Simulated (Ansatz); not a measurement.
# CuTe (CsCl type): one cell under locks on the spin (series 2), part 2 of 3

What does it cost to force the spins of CuTe (CsCl type) into other sizes and orders? Cell and atoms stay fixed. This structure was made by substitution into a known type, so it needn't be the compound's stable form.

Ansatz 0.2.0; DFT LDA+U (U_eff = 1 eV on Cu d), plane waves, PAW.

### Step 4. Canted directions held, 90°

The input, input.yaml:

```yaml
crystal:
  lattice:
    - [3.47530364, 0.0, 3.47530364]
    - [0.0, 3.47530364, 3.47530364]
    - [0.0, 0.0, 6.95060728]
  atoms:
    - { symbol: Cu, position: [0.0, 0.0, 0.0], spin: 1.0, spin_axis: [0.0, 0.0, 1.0] }
    - { symbol: Te, position: [0.5, 0.5, 0.75] }
    - { symbol: Cu, position: [0.0, 0.0, 0.5], spin: 1.0, spin_axis: [1.0, 0.0, 0.0] }
    - { symbol: Te, position: [0.5, 0.5, 0.25] }
basis:
  ecutwfc: 420
  ecutrho_ratio: 4
kpoints:
  mp_grid: { grid: [6, 6, 6] }
hamiltonian:
  xc: lda
  hubbard:
    sites:
      - { site: 0, l: d, u_eff: 1.0, starting_ns: [{ occupation_matrix: s0 }] }
      - { site: 2, l: d, u_eff: 1.0, starting_ns: [{ occupation_matrix: s2 }] }
    occupation_matrices:
      s0:
        spinor_matrix:
          - [[0.97, 0.0], [0.0, 0.0], [0.0, 0.0], [0.0, 0.0], [0.0, 0.0], [0.0, 0.0], [0.0, 0.0], [0.0, 0.0], [0.0, 0.0], [0.0, 0.0]]
          - [[0.0, 0.0], [0.97, 0.0], [0.0, 0.0], [0.0, 0.0], [0.0, 0.0], [0.0, 0.0], [0.0, 0.0], [0.0, 0.0], [0.0, 0.0], [0.0, 0.0]]
          - [[0.0, 0.0], [0.0, 0.0], [0.97, 0.0], [0.0, 0.0], [0.0, 0.0], [0.0, 0.0], [0.0, 0.0], [0.0, 0.0], [0.0, 0.0], [0.0, 0.0]]
          - [[0.0, 0.0], [0.0, 0.0], [0.0, 0.0], [0.97, 0.0], [0.0, 0.0], [0.0, 0.0], [0.0, 0.0], [0.0, 0.0], [0.0, 0.0], [0.0, 0.0]]
          - [[0.0, 0.0], [0.0, 0.0], [0.0, 0.0], [0.0, 0.0], [0.97, 0.0], [0.0, 0.0], [0.0, 0.0], [0.0, 0.0], [0.0, 0.0], [0.0, 0.0]]
          - [[0.0, 0.0], [0.0, 0.0], [0.0, 0.0], [0.0, 0.0], [0.0, 0.0], [0.97, 0.0], [0.0, 0.0], [0.0, 0.0], [0.0, 0.0], [0.0, 0.0]]
          - [[0.0, 0.0], [0.0, 0.0], [0.0, 0.0], [0.0, 0.0], [0.0, 0.0], [0.0, 0.0], [0.02, 0.0], [0.0, 0.0], [0.0, 0.0], [0.0, 0.0]]
          - [[0.0, 0.0], [0.0, 0.0], [0.0, 0.0], [0.0, 0.0], [0.0, 0.0], [0.0, 0.0], [0.0, 0.0], [0.97, 0.0], [0.0, 0.0], [0.0, 0.0]]
          - [[0.0, 0.0], [0.0, 0.0], [0.0, 0.0], [0.0, 0.0], [0.0, 0.0], [0.0, 0.0], [0.0, 0.0], [0.0, 0.0], [0.97, 0.0], [0.0, 0.0]]
          - [[0.0, 0.0], [0.0, 0.0], [0.0, 0.0], [0.0, 0.0], [0.0, 0.0], [0.0, 0.0], [0.0, 0.0], [0.0, 0.0], [0.0, 0.0], [0.97, 0.0]]
      s2:
        spinor_matrix:
          - [[0.97, 0.0], [0.0, 0.0], [0.0, 0.0], [0.0, 0.0], [0.0, 0.0], [0.0, 0.0], [0.0, 0.0], [0.0, 0.0], [0.0, 0.0], [0.0, 0.0]]
          - [[0.0, 0.0], [0.495, 0.0], [0.0, 0.0], [0.0, 0.0], [0.0, 0.0], [0.0, 0.0], [0.475, 0.0], [0.0, 0.0], [0.0, 0.0], [0.0, 0.0]]
          - [[0.0, 0.0], [0.0, 0.0], [0.97, 0.0], [0.0, 0.0], [0.0, 0.0], [0.0, 0.0], [0.0, 0.0], [0.0, 0.0], [0.0, 0.0], [0.0, 0.0]]
          - [[0.0, 0.0], [0.0, 0.0], [0.0, 0.0], [0.97, 0.0], [0.0, 0.0], [0.0, 0.0], [0.0, 0.0], [0.0, 0.0], [0.0, 0.0], [0.0, 0.0]]
          - [[0.0, 0.0], [0.0, 0.0], [0.0, 0.0], [0.0, 0.0], [0.97, 0.0], [0.0, 0.0], [0.0, 0.0], [0.0, 0.0], [0.0, 0.0], [0.0, 0.0]]
          - [[0.0, 0.0], [0.0, 0.0], [0.0, 0.0], [0.0, 0.0], [0.0, 0.0], [0.97, 0.0], [0.0, 0.0], [0.0, 0.0], [0.0, 0.0], [0.0, 0.0]]
          - [[0.0, 0.0], [0.475, 0.0], [0.0, 0.0], [0.0, 0.0], [0.0, 0.0], [0.0, 0.0], [0.495, 0.0], [0.0, 0.0], [0.0, 0.0], [0.0, 0.0]]
          - [[0.0, 0.0], [0.0, 0.0], [0.0, 0.0], [0.0, 0.0], [0.0, 0.0], [0.0, 0.0], [0.0, 0.0], [0.97, 0.0], [0.0, 0.0], [0.0, 0.0]]
          - [[0.0, 0.0], [0.0, 0.0], [0.0, 0.0], [0.0, 0.0], [0.0, 0.0], [0.0, 0.0], [0.0, 0.0], [0.0, 0.0], [0.97, 0.0], [0.0, 0.0]]
          - [[0.0, 0.0], [0.0, 0.0], [0.0, 0.0], [0.0, 0.0], [0.0, 0.0], [0.0, 0.0], [0.0, 0.0], [0.0, 0.0], [0.0, 0.0], [0.97, 0.0]]
    ns_hold: { iters: 8 }
scf:
  occupations: { method: gaussian, width: 0.05 }
  lower_state_search: "off"
  max_iter: 150
output:
  forces: true
  stress: true
  eigenvalues: true
  populations: true
  hubbard: { sites: [{ site: 0, l: d }, { site: 2, l: d }] }
  write_density: true
  write_potential: true
  elf: true
  volumetric_format: npy
magnetization:
  noncollinear: true
  spin_orbit: false
  spin_locking: { lock_directions: true }
```

The typed matrices put 0.97 on the chosen orbitals and 0.02 on the others, and are held for 8 cycles. The lock stays on to the end, so the result is a constrained state unless its moments die out. Spins may be non-collinear here, without spin–orbit coupling.

Command:

```
ansatz run input.yaml --threads 2 --pin off --max-ram 3072MiB --backend cpu --events-out ev --progress --plain --runs-dir out
```

Log:

```text
[... 2 lines left out ...]
Warning: RAYON_NUM_THREADS=2 ignored (pool sized by the plan → 2); use --threads N
Cu: projections on atomic orbitals take those of the free atom [Ne] 3s2 3p6 3d10 4s1, of charge +0.00 (hamiltonian.pseudopotentials.projection_atoms); the dataset's partial waves leave at most 2.0e-6 of an orbital's norm unspanned inside its sphere
Te: projections on atomic orbitals take those of the free atom [Kr] 4d10 5s2 5p4, of charge +0.00 (hamiltonian.pseudopotentials.projection_atoms); the dataset's partial waves leave at most 7.8e-6 of an orbital's norm unspanned inside its sphere
Engine: ansatz 0.2.0, x86_64-unknown-linux-gnu
Pseudopotentials: kind: paw
Pseudopotential: Cu, paw, valence charge 19, recommended cutoff 420 eV (normal), Cu.paw.azcp
Pseudopotential: Te, paw, valence charge 16, recommended cutoff 420 eV (normal), Te.paw.azcp
Functional definition: SPW92
  exchange = slater_x
  correlation = pw_c
Crystal: 4 atoms, lattice volume = 83.948 Å³
Basis set: ecut = 420 eV, 1639 PW (Γ)
Bands: 84, of which v1, the nominal top of the filled ones, is band 70 counted from 1 (69 counted from 0)
Symmetry: 4 space group operations + 4 with time reversal
Magnetic group: BNS 72.544 (UNI 642), of the structure as read, at distance tolerance 4.4e-5 Å
k-points: 46 of 216 (time reversal used)
Non-local potential: Cu, projectors of the file, l = 0: 3, l = 1: 2, l = 2: 3, l = 3: 1
Non-local potential: Te, projectors of the file, l = 0: 2, l = 1: 2, l = 2: 2, l = 3: 2
PAW form: soft (Blöchl's): semilocal exchange-correlation on the pseudo side does not see the compensation charge
PAW frozen core: Cu, regenerated for the run's functional, and the local potential with it (the file was generated under x = pbe(κ = 0.804, μ = 0.2195149727645171), c = pbe(β = 0.06672455060314922))
PAW frozen core: Te, regenerated for the run's functional, and the local potential with it (the file was generated under x = pbe(κ = 0.804, μ = 0.2195149727645171), c = pbe(β = 0.06672455060314922))
PAW one-centre angular grid: Cu, 590 points (default); XC on 64 Gauss nodes
PAW one-centre angular grid: Te, 590 points (default); XC on 64 Gauss nodes
Initial density: superposition of atomic densities (chi_scale 0.1, normalization cell)
Starting moments: Σ|m| = 2 μB on 2 of 4 sites
Initial wavefunctions: pseudopotential atomic-orbital guess
Functional: x = slater, c = lda
SCF iter   1: F=-26749.916684 eV  HF=-26763.883276 eV  |F-HF|=1.40e1  |Δ(HF+E_count)|=         —  Δρ=1.54e-1  dr2=1.51e1  dr2_m=9.08e-1  ethr=3.10e-3  |M|=8.86e-1 ∫|m|=1.19e0 μB  |m|>n=0.0e0 m-floor=0.0e0 τ_xc=1.6e-19  β_m=0.30  ⟨swp⟩=5.9  Hψ=13545  notcnv=0  defer=21
preconditioner: auto → Kerker (q_TF=auto, 2.647 Å⁻¹)  [metal: Δε(μ)=0.005 eV  Ē_g=7.280 eV  σ=0.050 eV  W_gap=0.06  n_scr=26 (ndim 8)  ℏωp=23.6 eV  f_vac=0.000  D(μ)=3.84/eV (n_scr^D=26)]
spin=Noncollinear: Kerker preconditioning applied to the charge; magnetization (m_x, m_y, m_z) channels mix plain (no charge-response kernel on spin).
SCF iter   2: F=-26761.088961 eV  HF=-26762.930873 eV  |F-HF|=1.84e0  |Δ(HF+E_count)|=   9.52e-1  Δρ=7.94e-2  dr2=7.71e-1  dr2_m=2.43e0  ethr=3.10e-3  |M|=2.18e-1 ∫|m|=3.16e-1 μB  |m|>n=0.0e0 m-floor=0.0e0 τ_xc=3.2e-20  β_m=0.29  ⟨swp⟩=2.3  Hψ=8046  notcnv=0  defer=292
SCF iter   3: F=-26762.487110 eV  HF=-26762.547599 eV  |F-HF|=6.05e-2  |Δ(HF+E_count)|=   3.83e-1  Δρ=5.80e-2  dr2=2.28e-1  dr2_m=1.29e0  ethr=1.10e-3  |M|=2.02e-1 ∫|m|=3.36e-1 μB  |m|>n=0.0e0 m-floor=0.0e0 τ_xc=2.0e-20  β_m=0.14  ⟨swp⟩=2.0  Hψ=8007  notcnv=0  defer=296
[... 17 lines left out ...]
iter 19 did not close the SCF: its close was put off for a magnetic moment that had not settled (scf_convergence_deferred on its scf_iter line)
SCF iter  19: F=-26763.523921 eV  HF=-26763.523921 eV  |F-HF|=4.51e-10  |Δ(HF+E_count)|=   6.74e-9  Δρ=1.78e-6  dr2=1.64e-9  dr2_m=7.90e-10  ethr=1.11e-11  |M|=8.27e-5 ∫|m|=8.81e-5 μB  |m|>n=0.0e0 m-floor=0.0e0 τ_xc=2.9e-26  β_m=0.99  ⟨swp⟩=4.9  Hψ=19927  notcnv=0
SCF iter  20: F=-26763.523921 eV  HF=-26763.523921 eV  |F-HF|=7.28e-12  |Δ(HF+E_count)|=  5.06e-10  Δρ=1.06e-7  dr2=1.03e-11  dr2_m=1.84e-12  ethr=2.34e-12  |M|=6.20e-6 ∫|m|=6.25e-6 μB  |m|>n=0.0e0 m-floor=0.0e0 τ_xc=1.3e-28  ⟨swp⟩=4.9  Hψ=18707  notcnv=0
WARN: the starting moments were not kept: the SCF closed with an absolute magnetisation of 6.2e-6 μB, where they sum to 2 μB in size (2 sites). That is at most 0.1 of that sum. Measured as dr2_m measures the in/out step, that magnetisation stands 2.1e-12 eV from none, at or under the dr2_threshold of 1.0e-7 eV: it is no larger than a step whose dr2_m would equal this threshold. The system may hold no moment; this SCF shows only that its start led to no more than that. To try another start: raise the starting moments (crystal.atoms[].spin, magnetization.per_species, magnetization.initial_magnetization, or on a non-collinear deck that types none of these the spinor_matrix: blocks that start its atoms; where the total moment is fixed, keep their sum and leave initial_magnetization as it is; typed ones take the place of any that the run laid by itself, positive ones on a crystal's lanthanoids without a Hubbard term where scf.initial_density.shell_occupations: [] is typed) or, if the notice of its spin-set hold's release reads "site moments contracting" or "site moments show no strong build", lengthen the hold (scf.mixing.spin_hold: { on: { confirm: 4 } }; for m-r²SCAN on two components see the key's manual first). Each may lead to a state that holds a moment.
WARN: hamiltonian.hubbard: on 2 of 2 specified blocks the occupation matrix of this SCF's result fails the test of the specified filling. At site 0 (sites count from 0 in the list of atoms of the cell that this SCF solves) the least filled combination of the orbitals specified full has occupation 0.974, and the fullest combination of the orbitals specified empty has occupation 0.974; the filling counts as kept where the first is at least 0.75 and exceeds the second by more than 0.25. The same holds at site 2. The state of this SCF's result may not hold the specified filling, though these bounds can also misjudge a state that does. This warning does not say which state is lower in energy, or whether the specified filling is a self-consistent state at all; see hamiltonian.hubbard.sites[].starting_ns, Limitations, and scf.initial_density.shell_occupations in the input reference
SCF 1 converged in 20 iterations: F = -26763.523921 eV  dr2 = 1.03e-11
SCF converged after 20 iterations
Stability not checked: this state was not tested for a lower state beside it, because a magnetisation constraint still acts at the end of the SCF (magnetization_constraint; see scf.lower_state_search)
Magnetization: |M| = 0.0000 μB,  M = (+0.0000, +0.0000, +0.0000) μB
Absolute magnetization: 0.0000 μB (∫|m|, with the PAW one-centre terms)
  site 0: m = (+0.0000, -0.0000, +0.0000) μB, |m| = 0.0000 μB  (R = 1.24 Å)
  site 1: m = (+0.0000, -0.0000, +0.0000) μB, |m| = 0.0000 μB  (R = 1.24 Å)
  site 2: m = (+0.0000, +0.0000, +0.0000) μB, |m| = 0.0000 μB  (R = 1.24 Å)
  site 3: m = (+0.0000, +0.0000, +0.0000) μB, |m| = 0.0000 μB  (R = 1.24 Å)
--- Magnetisation constraints (ε_frz = 1.0e-4 eV) ---
  site  kind           target                            achieved (μB)             |Δ|max (μB)  g (eV/μB)                  λ_eff  esc  ok   flags
  0     per_site_axis  ê (+0.000, +0.000, +1.000) ≥0.00  (+0.000, +0.000, +0.000)  3.23e-7      (+6.5e-7, +0.0e0, +0.0e0)  1.000  0    yes
  2     per_site_axis  ê (+1.000, +0.000, +0.000) ≥0.00  (+0.000, -0.000, +0.000)  3.23e-7      (+0.0e0, +0.0e0, +6.5e-7)  1.000  0    yes
Free energy (F): -26763.523921 eV
Harris-Foulkes:  -26763.523921 eV  (|F-HF|=7.28e-12)
Internal energy: -26763.516828 eV  (E = F + TS)
E sigma→0 (E₀):  -26763.520375 eV
Entropy (-TS):   -0.007093 eV (-1.773 meV/atom)
Fermi energy:    12.219391 eV
--- Per-component energies (eV) ---
  E_band       = -1308.202469
  E_kinetic    = 963.127292
  E_local      = -11695.282575  (includes V_loc(G=0)·N_el)
  E_nonlocal   = 200.924121
  E_hartree    = 5686.488404
  E_xc         = -421.224234
  E_vxc        = -434.636349  (∫ρ·V_xc dr)
  E_hubbard    = 0.173046  (on-site DFT+U / exact-exchange correction)
  E_vhub       = -9.476757  (the Hubbard potential's part of the band-sum identity)
  E_paw        = -12226.218107  (= ΣΔE_a)
  E_vpaw       = -1705.835231  (= ΣTr[D̂ρ^β])
  E_aug_tail   = 0.000045  (compensation charges beyond the density's cutoff)
  E_constr_dc  = 0.000000  (∫m·b dr)
  E_ewald      = -9273.761462
  E_core_change = 2.256643  (= ΣΔE_core)
  E_smearing   = -0.007093  (= −TS)
  E_closure    = -0.000000  (closes the sum)
  E_penalty    = 0.000000  (constraint; not in F)
  Σ components = -26763.523921   (vs F -26763.523921, Δ=0.00e0)
--- Hubbard shell moments (per corrected site; Tr N, ν in electrons; μ in μ_B) ---
  shell 0: Tr N=9.8228  μ_S=(+0.0000, +0.0000, +0.0000)  μ_L=(-0.0000, -0.0000, +0.0000)  μ=(+0.0000, -0.0000, +0.0000)  ν=0.0000 along (+0.640, +0.000, +0.768)
  shell 1: Tr N=9.8228  μ_S=(+0.0000, +0.0000, +0.0000)  μ_L=(+0.0000, +0.0000, -0.0000)  μ=(+0.0000, +0.0000, +0.0000)  ν=0.0000 along (+0.768, -0.000, +0.640)
--- Specified on-site occupations, and those of the state reported ---
  electrons in the specified blocks: 17.5000 specified, 19.6457 found
  site 0 (l=d): largest change of an orbital's occupation 0.9543; electrons 8.7500 specified, 9.8228 found; spectral distance 0.9555
  site 2 (l=d): largest change of an orbital's occupation 0.9543; electrons 8.7500 specified, 9.8228 found; spectral distance 0.9555
--- Forces (eV/Å), atoms counted from 1 ---
  atom   1  Cu     0.00000000    -0.00000000    -0.00000000
  atom   2  Te     0.00000000     0.00000000    -0.00000000
  atom   3  Cu    -0.00000000     0.00000000     0.00000000
  atom   4  Te     0.00000000     0.00000000    -0.00000000
  max |Σ_I F_I| component: 3.72e-28 eV/Å
--- Stress (GPa, compression-positive) ---
       -8.099883       0.000000      -0.000000
        0.000000      -8.099897      -0.000000
       -0.000000      -0.000000      -8.099883
  P = ⅓ Tr σ = -8.0999 GPa (-80.999 kbar)
--- Band table (eV; the first three rows and the last of 46) ---
[... 4 lines left out ...]
Occupation matrices written to <dir>
--- Löwdin populations: 4 sites ---
  site symbol       q [e]
     0     Cu     18.6018
     1     Te     16.2215
     2     Cu     18.6018
     3     Te     16.2215
  spilling = 0.005049 (of n_electrons = 70.000000)
--- Occupation matrices: 2 shells (run DFT+U table (all-electron-ortho-atomic); ε = 1.55e-5) ---
  Cu0 d_3D: site group Oh (m-3m)
  Cu0 d_3D spinor Tr n = 9.8228  λ = 0.974 0.974 0.974 0.974 0.974 0.974 0.994 0.994 0.994 0.994  [6× xz 0.33 (T2g 1.00) T2g(1.00) | 4× z2 0.50 (Eg 1.00) Eg(1.00)]
  specified occupation → Cu0 d_3D spinor: matrix, ‖Δ‖_F = 0.9555, Tr Δ = -1.0728, displaced = 0.5364, d_λ = 0.9555; orbital distance = 0.9129
  Cu2 d_3D: site group Oh (m-3m)
  Cu2 d_3D spinor Tr n = 9.8228  λ = 0.974 0.974 0.974 0.974 0.974 0.974 0.994 0.994 0.994 0.994  [6× xz 0.33 (T2g 1.00) T2g(1.00) | 4× z2 0.50 (Eg 1.00) Eg(1.00)]
  specified occupation → Cu2 d_3D spinor: matrix, ‖Δ‖_F = 0.9555, Tr Δ = -1.0728, displaced = 0.5364, d_λ = 0.9555; orbital distance = 0.9129
  Tr n, λ and their labels are of the run-group-symmetrised matrices; stabiliser: 192 of 192 elements of G0×{1,Θ} up to a turn of all spins (closed), max defect 3.9e-9 at τ = 3.3e-6
```

It took 65 s on 2 threads of Intel Xeon Platinum 8488C (Sapphire Rapids), shared host; peak memory 0.96 GiB.

Result: no gap, pressure -8.1 GPa, no moment over 0.05 μB in any sphere, largest force component 0.00 eV/Å, 4 symmetry operations imposed. The program reports that the typed filling wasn't kept.

How the shells are filled (orbitals counted by the eigenvalues of the occupation matrices):

| shell | channel | electrons | over 0.8 | 0.2 to 0.8 | under 0.2 |
| --- | --- | --- | --- | --- | --- |
| Cu 3d (atom 1) | both spins | 9.82 | 10 | 0 | 0 |

Density in a lattice plane of the grid's cell (edges 4.91 and 6.95 Å, at 0.000 of the third edge), which holds Cu.

Values in e/Å³, 12 rows by 8 columns:
```
 5.24 10.90  0.54  0.12  0.12  0.12  0.11  0.24
 0.17  0.82  0.49  0.13  0.09  0.11  0.11  0.09
 0.10  0.12  0.17  0.12  0.08  0.12  0.17  0.12
 0.18  0.09  0.11  0.11  0.09  0.13  0.49  0.84
 5.78  0.25  0.11  0.12  0.12  0.12  0.53 10.73
63.84  4.31  0.18  0.12  0.13  0.12  0.18  4.31
 5.78 10.73  0.53  0.12  0.12  0.12  0.11  0.25
 0.18  0.84  0.49  0.13  0.09  0.11  0.11  0.09
 0.10  0.12  0.17  0.12  0.08  0.12  0.17  0.12
 0.17  0.09  0.11  0.11  0.09  0.13  0.49  0.82
 5.24  0.24  0.11  0.12  0.12  0.12  0.54 10.90
70.31  3.95  0.17  0.12  0.13  0.12  0.17  3.95
```
Columns run along the first of these edges and rows up along the second, over one cell in 8 and 12 even steps from the bottom left corner. Atoms in the plane (fractional): Cu at (0.00, 0.00), Cu at (0.00, 0.50).

ELF in the same plane.

Values, 12 rows by 8 columns:
```
0.29 0.42 0.16 0.15 0.17 0.17 0.16 0.14
0.14 0.17 0.16 0.13 0.14 0.17 0.16 0.13
0.11 0.14 0.15 0.14 0.12 0.14 0.14 0.14
0.14 0.13 0.16 0.17 0.14 0.13 0.16 0.17
0.31 0.14 0.16 0.17 0.17 0.15 0.16 0.41
0.91 0.27 0.15 0.17 0.17 0.17 0.15 0.27
0.31 0.41 0.16 0.15 0.17 0.17 0.16 0.14
0.14 0.17 0.16 0.13 0.14 0.17 0.16 0.13
0.11 0.14 0.14 0.14 0.12 0.14 0.15 0.14
0.14 0.13 0.16 0.17 0.14 0.13 0.16 0.17
0.29 0.14 0.16 0.17 0.17 0.15 0.16 0.42
0.93 0.26 0.15 0.17 0.17 0.17 0.15 0.26
```
Columns run along the first of these edges and rows up along the second, over one cell in 8 and 12 even steps from the bottom left corner. Atoms in the plane (fractional): Cu at (0.00, 0.00), Cu at (0.00, 0.50).

Both are smooth fields of the valence electrons: close to the nuclei they are not physical.

Maxima of ELF outside the ion cores: 0.57 on the Te–Cu line, 1.2 Å from Te; 0.57 beside Te, off the lines to its neighbours, 1.2 Å from Te.

ELF in the plane through atom 1 (Cu) and two of its nearest Te neighbours, 7.2 Å on a side, that atom in the middle and its first bond to the right.

Values, 10 rows by 13 columns:
```
0.31 0.14 0.18 0.18 0.14 0.21 0.48 0.47 0.46 0.55 0.33 0.14 0.17
0.45 0.15 0.52 0.78 0.18 0.29 0.53 0.08 0.06 0.44 0.48 0.15 0.48
0.25 0.16 0.15 0.17 0.14 0.20 0.54 0.52 0.48 0.49 0.27 0.16 0.15
0.43 0.55 0.52 0.24 0.12 0.13 0.15 0.23 0.26 0.18 0.42 0.55 0.52
0.36 0.07 0.40 0.54 0.17 0.23 0.51 0.20 0.17 0.52 0.37 0.06 0.39
0.39 0.06 0.37 0.52 0.17 0.20 0.51 0.23 0.17 0.54 0.40 0.07 0.36
0.52 0.55 0.42 0.18 0.26 0.23 0.15 0.13 0.12 0.24 0.52 0.55 0.43
0.15 0.16 0.27 0.49 0.48 0.52 0.54 0.20 0.14 0.17 0.15 0.16 0.25
0.48 0.15 0.48 0.44 0.06 0.08 0.53 0.29 0.18 0.78 0.52 0.15 0.45
0.17 0.14 0.33 0.55 0.46 0.47 0.48 0.21 0.14 0.18 0.18 0.14 0.31
```
Atoms in the plane (Å from the middle): Te (-1.0, -2.8), Te (-3.0, 0.0), Te (3.0, 0.0), Cu (-2.0, 2.8), Te (1.0, 2.8), Cu (0.0, 0.0), Cu (2.0, -2.8).

[end of part 2 of 3]
